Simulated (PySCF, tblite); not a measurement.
# C₆H₁₁NSi: geometry, infrared bands and NMR shifts

Wanted: the infrared bands and NMR shifts of C₆H₁₁NSi (`C#C[Si@H](/C=C\C)NC`), by calculation.

The runs use tblite 0.8.0 and PySCF 2.14.0, with density-fitted response routines of our own; the level of theory stands in each step. All values are computed, except where a source is named. Atoms are numbered from 0 throughout.

### 1 The starting structure

19 atoms, charge 0, multiplicity 1; geometry from: force field or distance geometry start.

Bonds of the start (Å): C0–C1 1.19, C1–Si2 1.89, Si2–C3 1.83, C3–C4 1.35, C4–C5 1.49, Si2–N6 1.71, N6–C7 1.45, C0–H8 1.07, Si2–H9 1.48, C3–H10 1.07, C4–H11 1.09, C5–H12 1.08, C5–H13 1.09, C5–H14 1.10, N6–H15 1.00, C7–H16 1.09, C7–H17 1.09, C7–H18 1.10.

### 2 Optimising the geometry with GFN2-xTB

What the job is given:

```
{"job": {"kind": "relax", "xc": "GFN2-xTB", "basis": "xTB"}, "charge": 0, "multiplicity": 1}
C     -1.770200     3.269300    -0.185700
C     -1.148300     2.280800     0.023000
Si    -0.150500     0.714400     0.369100
C      1.369900     0.671100    -0.652800
C      2.325000    -0.279400    -0.717400
C      2.405600    -1.577500     0.012200
N     -1.116200    -0.624100    -0.069500
C     -2.352700    -0.990800     0.596200
H     -2.338500     4.152400    -0.375200
H      0.153700     0.589800     1.808900
H      1.475300     1.550800    -1.260000
H      3.151600    -0.098100    -1.406700
H      2.377100    -2.407100    -0.686100
H      1.609500    -1.722100     0.735900
H      3.355800    -1.618200     0.561200
H     -1.277300    -0.578300    -1.056600
H     -2.210900    -1.156900     1.668300
H     -3.133800    -0.237700     0.454100
H     -2.735100    -1.929300     0.173500
```

Started as:

```
OMP_NUM_THREADS=1 python probes_run.py task.json out
```

One launch serves the whole session: the jobs run in the order shown.

The log of the run:

```text
step      E/eV     max force
  0    -625.75006    2.297
  1    -625.69378    5.482
  2    -625.83944    0.905
  3    -625.85212    0.858
  4    -625.86901    0.452
  5    -625.90223    0.322
  6    -625.91080    0.322
  7    -625.92065    0.202
  8    -625.92747    0.246
  9    -625.93471    0.239
 10    -625.94029    0.211
 11    -625.94440    0.148
 12    -625.94710    0.127
 13    -625.94946    0.125
 14    -625.95161    0.148
 15    -625.95364    0.128
 16    -625.95552    0.090
 17    -625.95732    0.100
 18    -625.95922    0.125
 19    -625.96145    0.144
 20    -625.96383    0.132
 21    -625.96582    0.114
 22    -625.96727    0.082
 23    -625.96849    0.086
 24    -625.96966    0.078
 25    -625.97069    0.080
 26    -625.97155    0.076
 27    -625.97242    0.065
 28    -625.97349    0.095
 29    -625.97465    0.103
 30    -625.97559    0.069
 31    -625.97623    0.062
 32    -625.97678    0.052
 33    -625.97732    0.062
 34    -625.97778    0.058
 35    -625.97813    0.049
 36    -625.97848    0.044
 37    -625.97896    0.052
 38    -625.97959    0.063
 39    -625.98027    0.074
 40    -625.98089    0.068
 41    -625.98146    0.065
 42    -625.98212    0.060
 43    -625.98291    0.064
 44    -625.98371    0.061
 45    -625.98435    0.064
 46    -625.98501    0.071
 47    -625.98574    0.072
 48    -625.98639    0.058
 49    -625.98679    0.053
 50    -625.98709    0.038
 51    -625.98739    0.044
 52    -625.98776    0.043
 53    -625.98811    0.053
 54    -625.98841    0.055
 55    -625.98866    0.039
 56    -625.98893    0.045
 57    -625.98925    0.060
 58    -625.98967    0.072
 59    -625.99019    0.048
 60    -625.99064    0.033
 61    -625.99081    0.041
 62    -625.99107    0.040
 63    -625.99131    0.040
 64    -625.99151    0.030
 65    -625.99161    0.022
 66    -625.99167    0.019
 67    -625.99174    0.018
 68    -625.99182    0.021
 69    -625.99188    0.018
 70    -625.99194    0.036
 71    -625.99201    0.024
 72    -625.99213    0.024
 73    -625.99230    0.026
 74    -625.99241    0.020
 75    -625.99246    0.017
 76    -625.99249    0.015
 77    -625.99253    0.014
 78    -625.99258    0.013
 79    -625.99261    0.010
 80    -625.99262    0.010
 81    -625.99264    0.010
 82    -625.99265    0.008
```

Run time: 0.51 s. Hardware: 1 thread of Arm Neoverse V2, shared host; peak memory 0.18 GiB.

The steps of the relaxation: (not every step is listed) (the energy doesn't fall at every step)

| step | energy from step 0 (eV) | largest force (eV/Å) |
| --- | --- | --- |
| 0 | 0.0000 | 2.2973 |
| 1 | 0.0563 | 5.4817 |
| 2 | -0.0894 | 0.9046 |
| 3 | -0.1021 | 0.8580 |
| 4 | -0.1190 | 0.4519 |
| 5 | -0.1522 | 0.3219 |
| 6 | -0.1607 | 0.3221 |
| 7 | -0.1706 | 0.2016 |
| 8 | -0.1774 | 0.2459 |
| 14 | -0.2015 | 0.1484 |
| 20 | -0.2138 | 0.1318 |
| 26 | -0.2215 | 0.0763 |
| 32 | -0.2267 | 0.0523 |
| 38 | -0.2295 | 0.0630 |
| 44 | -0.2337 | 0.0609 |
| 50 | -0.2370 | 0.0382 |
| 56 | -0.2389 | 0.0451 |
| 62 | -0.2410 | 0.0402 |
| 68 | -0.2418 | 0.0207 |
| 74 | -0.2423 | 0.0200 |
| 77 | -0.2425 | 0.0136 |
| 78 | -0.2425 | 0.0135 |
| 79 | -0.2426 | 0.0099 |
| 80 | -0.2426 | 0.0102 |
| 81 | -0.2426 | 0.0102 |
| 82 | -0.2426 | 0.0085 |

Close pairs (by a distance rule), those that changed most:

| bond | before (Å) | after (Å) | change (Å) |
| --- | --- | --- | --- |
| Si2–C3 | 1.832 | 1.881 | +0.049 |
| C1–Si2 | 1.889 | 1.863 | -0.026 |
| C3–C4 | 1.349 | 1.326 | -0.023 |
| Si2–N6 | 1.708 | 1.725 | +0.017 |
| C0–C1 | 1.186 | 1.202 | +0.016 |
| C0–H8 | 1.067 | 1.053 | -0.014 |
| N6–C7 | 1.451 | 1.442 | -0.009 |
| C3–H10 | 1.074 | 1.083 | +0.009 |

The final coordinates are the input of the step that follows.

### 3 Harmonic vibrations with GFN2-xTB

What the job is given:

```
{"job": {"kind": "ir", "xc": "GFN2-xTB", "basis": "xTB"}, "charge": 0, "multiplicity": 1}
C     -1.631878     3.334420    -0.077333
C     -1.044195     2.303436     0.116473
Si    -0.179373     0.675732     0.385991
C      1.350127     0.706386    -0.708596
C      2.293044    -0.222481    -0.781550
C      2.311686    -1.505612    -0.023513
N     -1.108557    -0.711924    -0.044406
C     -2.375500    -1.027182     0.568355
H     -2.135164     4.244377    -0.242110
H      0.083718     0.557950     1.828106
H      1.479380     1.598980    -1.307960
H      3.147732    -0.078360    -1.436463
H      2.391356    -2.346686    -0.712477
H      1.413187    -1.619689     0.574916
H      3.183707    -1.536558     0.630622
H     -1.070557    -1.025343    -1.003096
H     -2.326486    -0.771377     1.624715
H     -3.209734    -0.471288     0.124833
H     -2.582296    -2.095533     0.476032
```

The log of the run:

```text
mode    cm-1     km/mol
  1      32.6      0.10
  2      62.3      0.28
  3      83.5      0.15
  4     102.0      0.71
  5     126.8      0.16
  6     140.2      1.61
  7     163.8      2.16
  8     194.4      0.83
  9     259.3      8.24
 10     285.8     15.79
 11     308.8     13.05
 12     363.5     24.25
 13     494.4     74.40
 14     516.0     18.18
 15     626.1     32.46
 16     640.4    111.90
 17     677.5     55.91
 18     679.3     33.89
 19     705.1    134.24
 20     712.2     83.51
 21     751.1    131.77
 22     825.7    162.65
 23     949.9      0.04
 24     981.2      6.71
 25    1039.8      0.96
 26    1067.6     37.44
 27    1074.5      9.10
 28    1111.5      2.67
 29    1157.8     85.27
 30    1245.7      1.90
 31    1348.8      0.40
 32    1362.6     68.01
 33    1400.9      7.05
 34    1425.0      3.56
 35    1471.4      4.15
 36    1480.2     10.32
 37    1492.7      3.28
 38    1505.0      2.17
 39    1696.6     94.10
 40    2176.8    322.11
 41    2205.6     31.32
 42    2902.8     73.62
 43    2969.2     63.29
 44    2990.1     29.74
 45    2997.8     53.34
 46    3007.1     58.16
 47    3026.4     31.53
 48    3041.2     62.21
 49    3062.5     38.00
 50    3346.5      6.46
 51    3441.5      7.20
```

It took 0.6 s on 1 thread of Arm Neoverse V2, shared host; peak memory 0.18 GiB.

Which atoms move in the most intense modes:

| cm⁻¹ | km/mol | atoms |
| --- | --- | --- |
| 640 | 111.9 | H9 52 %, C3 11 %, Si2 10 % |
| 705 | 134.2 | H9 36 %, H10 17 %, H11 13 % |
| 712 | 83.5 | H9 37 %, H10 19 %, H11 15 % |
| 751 | 131.8 | Si2 36 %, C3 34 % |
| 826 | 162.7 | Si2 42 %, N6 24 %, C7 10 % |
| 1158 | 85.3 | N6 42 %, C7 36 %, H15 15 % |
| 1697 | 94.1 | C4 53 %, C3 42 % |
| 2177 | 322.1 | H9 97 % |

### 4 Shielding tensors: PBE0/pcSseg-1

The job, as its differences from that of step 3:

```diff
@@ -1,2 +1,2 @@
-{"job": {"kind": "ir", "xc": "GFN2-xTB", "basis": "xTB"}, "charge": 0, "multiplicity": 1}
+{"job": {"kind": "nmr", "xc": "PBE0", "basis": "pcSseg-1"}, "charge": 0, "multiplicity": 1}
 C     -1.631878     3.334420    -0.077333
```

With the program's defaults for keys left out, this is: GIAO PBE0/pcSseg-1 NMR shielding, non-relativistic, gas phase.

The log of the run:

```text
coarse grid: 16024 points
cycle   1  E = -578.7954986854  dE =  7.874e-01  |g| = 5.637e-01  |ddm| = 3.943e+00
cycle   2  E = -578.7766693468  dE =  1.883e-02  |g| = 6.369e-01  |ddm| = 1.164e+00
cycle   3  E = -578.8710158511  dE = -9.435e-02  |g| = 1.365e-01  |ddm| = 6.390e-01
cycle   4  E = -578.8749443003  dE = -3.928e-03  |g| = 5.257e-02  |ddm| = 1.309e-01
cycle   5  E = -578.8755443637  dE = -6.001e-04  |g| = 2.174e-02  |ddm| = 4.934e-02
cycle   6  E = -578.8756544662  dE = -1.101e-04  |g| = 3.169e-03  |ddm| = 1.927e-02
cycle   7  E = -578.8756566476  dE = -2.181e-06  |g| = 8.018e-04  |ddm| = 3.366e-03
final grid: 149264 points
cycle   8  E = -578.9224801425  dE = -3.413e-05  |g| = 8.788e-03  |ddm| = 3.092e-02
cycle   9  E = -578.9224733830  dE =  6.760e-06  |g| = 1.036e-02  |ddm| = 1.640e-02
cycle  10  E = -578.9224994491  dE = -2.607e-05  |g| = 1.327e-03  |ddm| = 9.249e-03
cycle  11  E = -578.9224998567  dE = -4.076e-07  |g| = 2.645e-04  |ddm| = 1.320e-03
cycle  12  E = -578.9224998711  dE = -1.440e-08  |g| = 9.681e-05  |ddm| = 2.510e-04
cycle  13  E = -578.9224998732  dE = -2.092e-09  |g| = 3.046e-05  |ddm| = 1.015e-04
cycle  14  E = -578.9224998734  dE = -2.142e-10  |g| = 7.086e-06  |ddm| = 3.366e-05
converged SCF energy = -578.9224998734

GIAO shielding tensors (ppm)
atom      isotropic    diamagn.    paramagn.     s11        s22        s33       span
  0 C       87.234     260.974    -173.741      3.852      9.389    248.460    244.608
  1 C       95.045     261.790    -166.744     -3.295     -1.358    289.788    293.083
  2 Si     403.269     882.076    -478.806    377.329    379.381    453.098     75.769
  3 C       57.269     262.253    -204.984    -47.028     64.383    154.450    201.479
  4 C       28.196     254.584    -226.388    -99.095     24.379    159.304    258.399
  5 C      162.775     250.638     -87.864    148.326    158.332    181.666     33.340
  6 N      240.781     325.486     -84.705    209.196    242.937    270.210     61.014
  7 C      155.278     240.965     -85.688    132.066    147.449    186.318     54.251
  8 H       29.886      33.369      -3.483     24.775     24.988     39.896     15.121
  9 H       26.584      30.161      -3.577     23.305     25.617     30.829      7.524
 10 H       25.935      31.779      -5.843     23.844     25.015     28.947      5.103
 11 H       24.770      29.798      -5.028     22.868     23.746     27.695      4.827
 12 H       29.873      29.427       0.445     27.071     27.141     35.405      8.334
 13 H       29.211      32.732      -3.521     24.360     29.519     33.754      9.394
 14 H       29.853      28.339       1.514     26.608     27.092     35.858      9.251
 15 H       31.647      35.586      -3.939     22.862     31.194     40.885     18.023
 16 H       29.123      28.172       0.951     25.541     27.009     34.818      9.277
 17 H       28.659      27.235       1.425     23.241     27.106     35.631     12.389
 18 H       28.792      27.340       1.452     23.419     26.838     36.118     12.700
```

It took 25 s on 1 thread of Arm Neoverse V2, shared host; peak memory 0.8 GiB.

Shifts follow as δ = σ(reference) − σ, with reference shieldings (ppm) from runs at the same level and on the same kind of geometry: 1H TMS 31.72, 13C TMS 186.9, 29Si TMS 349.2, 15N NH3 267.7. The references are single molecules in the gas phase, so shifts against H2O, NH3, PH3, H3PO4 or CFCl3 are not on the usual liquid scales and can be off by tens of ppm. Atoms listed in one row are averaged.

| atoms | environment | σ (ppm) | δ (ppm) | δ scaled to CDCl3 |
| --- | --- | --- | --- | --- |
| C4 | alkene CH | 28.2 | 158.7 | 153.0 |
| C3 | alkene CH | 57.3 | 129.7 | 124.6 |
| C0 | terminal alkyne carbon | 87.2 | 99.7 | 95.4 |
| C1 | alkyne carbon | 95.0 | 91.9 | 87.8 |
| C7 | methyl carbon bonded to N | 155.3 | 31.6 | 29.0 |
| C5 | allylic methyl carbon | 162.8 | 24.2 | 21.7 |
| H11 | hydrogen on an alkene CH | 24.77 | 6.95 | 6.65 |
| H10 | hydrogen on an alkene CH | 25.94 | 5.78 | 5.56 |
| H9 | hydrogen on a silicon bonded to 2 C, N | 26.58 | 5.13 | – |
| H16, H17, H18 | hydrogen on a methyl carbon bonded to N | 28.86 | 2.86 | 2.80 |
| H12, H13, H14 | hydrogen on an allylic methyl carbon | 29.65 | 2.07 | 2.06 |
| H8 | hydrogen on a terminal alkyne carbon | 29.89 | 1.83 | 1.83 |
| H15 | hydrogen on a nitrogen bonded to C, Si | 31.65 | 0.07 | – |
| Si2 | silicon bonded to 2 C, N, H | 403.3 | -54.1 | – |
| N6 | nitrogen bonded to C, Si, H | 240.8 | 26.9 | – |

The scaled column applies a straight-line fit of computed shieldings to shifts measured in CDCl3 (root-mean-square error 0.16 ppm for H, 1.9 ppm for C).

Charges from the same density, by scheme (e):

| atoms | Mulliken | IAO | Hirshfeld | ESP fit |
| --- | --- | --- | --- | --- |
| C0 | -0.22 | -0.20 | -0.10 | -0.22 |
| C1 | -0.18 | -0.34 | -0.16 | -0.41 |
| Si2 | 0.96 | 1.02 | 0.40 | 1.05 |
| C3 | -0.45 | -0.46 | -0.16 | -0.77 |
| C4 | -0.18 | -0.09 | -0.02 | 0.16 |
| C5 | -0.25 | -0.43 | -0.12 | -0.42 |
| N6 | -0.69 | -0.67 | -0.24 | -0.61 |
| C7 | -0.10 | -0.30 | -0.07 | -0.24 |

Mayer bond orders: C0–C1 2.56, C1–Si2 0.85, Si2–C3 0.89, C3–C4 1.94, C4–C5 1.07, Si2–N6 0.98, N6–C7 0.98.

### 5 Summary of results

```
                                                              quantity                                         value
                             strongest single infrared mode (GFN2-xTB)                         2177 cm⁻¹, 322 km/mol
                                          zero-point energy (GFN2-xTB)                                 94.0 kcal/mol
                                13C shifts against TMS (PBE0/pcSseg-1)      158.7, 129.7, 99.7, 91.9, 31.6, 24.2 ppm
1H shifts against TMS (PBE0/pcSseg-1, means over atoms taken as alike)  6.95, 5.78, 5.13, 2.86, 2.07, 1.83, 0.07 ppm
                               29Si shifts against TMS (PBE0/pcSseg-1)                                     -54.1 ppm
                                15N shifts against NH3 (PBE0/pcSseg-1)                                      26.9 ppm
```

The optimisation took 82 steps and gained 0.243 eV; among the close pairs (by a distance rule), Si2–C3 changed most, from 1.832 to 1.881 Å. No mode is imaginary among the 51: a minimum at this level. The strongest single mode, at 2177 cm⁻¹, moves mainly H9. GFN2-xTB is a fitted tight-binding method: band positions and strengths are rough. Its intensities can rank the bands wrongly. At PBE0/pcSseg-1: The largest span, 293 ppm, is at C1, where the paramagnetic term is -167 ppm.
